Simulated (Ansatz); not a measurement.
What does this script print? It uses Ansatz's Python interface.

`brfh3nosi_bde.py`:
```python
"""X-H bond energies and deprotonation of BrFH3NOSi without relaxation."""

import ansatz as az


def energy(molecule, charge=0, unpaired=0):
    calc = (
        molecule.calculation()
        .basis(gaussian="6-31G*")
        .functional("PBE0")
    )
    if charge:
        calc = calc.charge(charge)
    if unpaired:
        calc = calc.spin("collinear", total=unpaired)
    return calc.run().report["free_energy_ev"]

def without(molecule, index):
    rest = az.Crystal.molecule()
    for i, site in enumerate(molecule.cartesian_sites):
        if i != index:
            rest = rest.atom(site.symbol, site.position_ang)
    return rest

brfh3nosi = (
    az.Crystal.molecule()
    .atom("N", [-1.0676, -0.1193, 0.4457])
    .atom("Si", [0.3366, 0.0899, -0.39])
    .atom("O", [1.354, -0.8525, 0.43])
    .atom("F", [0.218, -0.4614, -1.8658])
    .atom("Br", [0.9323, 2.1845, -0.3736])
    .atom("H", [-1.0291, 0.4416, 1.3124])
    .atom("H", [-1.7992, 0.4234, -0.0935])
    .atom("H", [1.1473, -1.7634, 0.479])
)

whole = energy(brfh3nosi, 0)
hydrogen = energy(az.Crystal.molecule().atom("H", (0, 0, 0)), 0, 1)
print(f"E(molecule) = {whole:.5f} eV, E(H) = {hydrogen:.5f} eV")
for index in [6, 7]:
    radical = energy(without(brfh3nosi, index), 0, 1)
    print(f"H{index}: homolysis {23.060548 * (radical + hydrogen - whole):.1f} kcal/mol")
    anion = energy(without(brfh3nosi, index), -1)
    print(f"H{index}: loss of a proton {23.060548 * (anion - whole):.1f} kcal/mol")
```

```console
$ python brfh3nosi_bde.py
E(molecule) = -84204.68017 eV, E(H) = -13.58146 eV
H6: homolysis 110.1 kcal/mol
H6: loss of a proton 386.4 kcal/mol
H7: homolysis 116.6 kcal/mol
H7: loss of a proton 366.4 kcal/mol
```

Total energies depend on the basis set; only differences at equal settings carry meaning. The geometry is a force-field or estimated start, not a minimum of this method, and the basis set is short of its limit. All parts are taken at fixed geometry, without zero-point energy. The spin-orbit lowering of heavy atoms is left out. Anions want diffuse functions, which this basis lacks. It ran for 110 s on 1 thread of AMD EPYC (Zen 3) (shared host), peak memory 0.41 GiB.

(Lines on the test bed's own set-up are left out of the output.)
